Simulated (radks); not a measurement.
**Ce¹⁸⁺ in [Ar] 3d10 4s2 4p5.5 4d4 5s0.5: an all-electron calculation**

What are the levels of the cerium ion Ce18+, how large are its shells, and how does its energy divide?

Program: radks (a radial shooting solver on a logarithmic mesh, Libxc functionals) version 1. Level of theory: Dirac Kohn-Sham, exchange-only PBE, spin-unpolarised, spherical densities, point nucleus; open shells fill j = l - 1/2 first. These are calculated values, not measurements, unless marked.

### Step 1. The system

| Property | Result |
| --- | --- |
| element | cerium (Z = 58) |
| charge | +18 |
| electrons | 40 |
| configuration | [Ar] 3d10 4s2 4p5.5 4d4 5s0.5 |

### Step 2. The run

Settings of this run:

```text
Z 58
configuration [Ar] 3d10 4s2 4p5.5 4d4 5s0.5
relativity Dirac
functional pbe,
spin unpolarised
j_filling energy
nucleus point
c 137.035999084
```

Launch:

```sh
$ python run_ks.py task.json out
```

All runs below come from this command, one after another.

**Question.** What will this run give?

**Answer**, as computed:

```
                        quantity                   value
                    total energy      -8733.4144 hartree
exchange-correlation share of it                  2.19 %
                            −T/E                  1.0745
          highest occupied level       5s1/2, -340.10 eV
    most extended occupied level  5s1/2, <r> = 1.13 bohr
 radius at density 0.001 e/bohr³               1.92 bohr
    maxima of the radial density                       4
```

What this shows: The radial density shows 4 maxima for 5 occupied principal shells; where shells overlap, one shows as a shoulder or not at all. Relativity lifts −T/E to 1.074. This is not the tabulated ground configuration, so its levels and sizes aren't those of the ground state, and no measured value stands beside it.
